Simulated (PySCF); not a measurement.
**GeSe: spin, charge, geometry and surroundings**

One physical setting of the base script is moved in each run, with the edits that it forces.

The runs use PySCF 2.14.0; method and basis as typed in the scripts.

1 further run of the same task is left out (it didn't finish).

## Step 1: The system as given

GeSe: 2 atoms, charge 0, spin multiplicity 1.

Bond lengths: Ge1–Se2 2.275 Å.

## Step 2: Base script

Input file input.py:

```python
from pyscf import gto, dft

mol = gto.M(
    atom='Ge 0 0 0; Se 0 0 2.275',
    basis='lanl2dz',
    ecp={'Ge': 'lanl2dz', 'Se': 'lanl2dz'},
    charge=0,
    spin=0,
    verbose=4,
)
mf = dft.RKS(mol, xc='bp86')
mf.kernel()
g = mf.nuc_grad_method()
g.grid_response = True
g.kernel()
mf.dip_moment()
print('orbital energies (hartree):', mf.mo_energy[..., max(0, mol.nelec[1]-3):mol.nelec[0]+3].round(4))
```

On the command line:

```
$ python input.py
```

Its log is not repeated here.

Base result: E(SCF) = -13.073529 Eh, 10 cycles, μ = 2.27 D, gradient on the second atom 0.0044 Eh/bohr.

The bond length is a typed value, not an optimised one.

## Step 3: Bond 2.002 Å

Run 1 changes bond length: 2.275 Å → 2.002 Å.

Input file input.py:

```python
from pyscf import gto, dft

mol = gto.M(
    atom='Ge 0 0 0; Se 0 0 2.002',
    basis='lanl2dz',
    ecp={'Ge': 'lanl2dz', 'Se': 'lanl2dz'},
    charge=0,
    spin=0,
    verbose=4,
)
mf = dft.RKS(mol, xc='bp86')
mf.kernel()
g = mf.nuc_grad_method()
g.grid_response = True
g.kernel()
mf.dip_moment()
print('orbital energies (hartree):', mf.mo_energy[..., max(0, mol.nelec[1]-3):mol.nelec[0]+3].round(4))
```

On the command line:

```
$ python input.py
```

## Step 4: Electric field 0.2 a.u.

Run 2 changes electric field: none → 0.2 a.u.; step after the SCF: gradient → analyze.

Changes to input.py since step 2:

```diff
@@ -11,6 +11,9 @@
 mf = dft.RKS(mol, xc='bp86')
+field = 0.2  # electric field along z, atomic units
+h = mf.get_hcore() + field*mol.intor('int1e_r')[2]
+mf.get_hcore = lambda *args: h
+e_nuc = mol.energy_nuc() - field*mol.atom_charges() @ mol.atom_coords()[:, 2]
+mf.energy_nuc = lambda *args: e_nuc
 mf.kernel()
-g = mf.nuc_grad_method()
-g.grid_response = True
-g.kernel()
+mf.mulliken_pop()
 mf.dip_moment()
```

## Step 5: Bond 2.343 Å

Run 3 changes bond length: 2.275 Å → 2.343 Å.

Changes to input.py since step 2:

```diff
@@ -3,3 +3,3 @@
 mol = gto.M(
-    atom='Ge 0 0 0; Se 0 0 2.275',
+    atom='Ge 0 0 0; Se 0 0 2.343',
     basis='lanl2dz',
```

## Step 6: Triplet (UKS)

Run 4 changes spin (2S): 0 → 2; SCF type: RKS → UKS.

Input file input.py:

```python
from pyscf import gto, dft

mol = gto.M(
    atom='Ge 0 0 0; Se 0 0 2.275',
    basis='lanl2dz',
    ecp={'Ge': 'lanl2dz', 'Se': 'lanl2dz'},
    charge=0,
    spin=2,
    verbose=4,
)
mf = dft.UKS(mol, xc='bp86')
mf.kernel()
g = mf.nuc_grad_method()
g.grid_response = True
g.kernel()
mf.dip_moment()
print('orbital energies (hartree):', [e[max(0, n-3):n+3].round(4) for e, n in zip(mf.mo_energy, mol.nelec)])
```

What does the calculation give? Wanted: for each run, E(SCF); from base; gap, α spin; SCF dipole.

**Answer**, as computed:

```
                                  run  E(SCF) (hartree)  from base (eV)  cycles  gap, α spin (eV)  SCF dipole (D)
                                 base        -13.073529               0      10              3.05            2.27
                         bond 2.002 Å        -13.044031         +0.8027       9              3.54            1.47
electric field 0.2 a.u. (poor choice)        -14.620575  not comparable      12              2.96           39.93
                         bond 2.343 Å        -13.071709         +0.0495      11              2.79            2.45
                        triplet (UKS)        -12.976749         +2.6335      12              0.42            0.19
```

Of the runs whose energies can be compared, “triplet (UKS)” moves the SCF energy most (+2.633 eV). The triplet solution found lies 2.63 eV above the base singlet at this geometry and level. Rows marked «poor choice» come from settings spoiled on purpose.
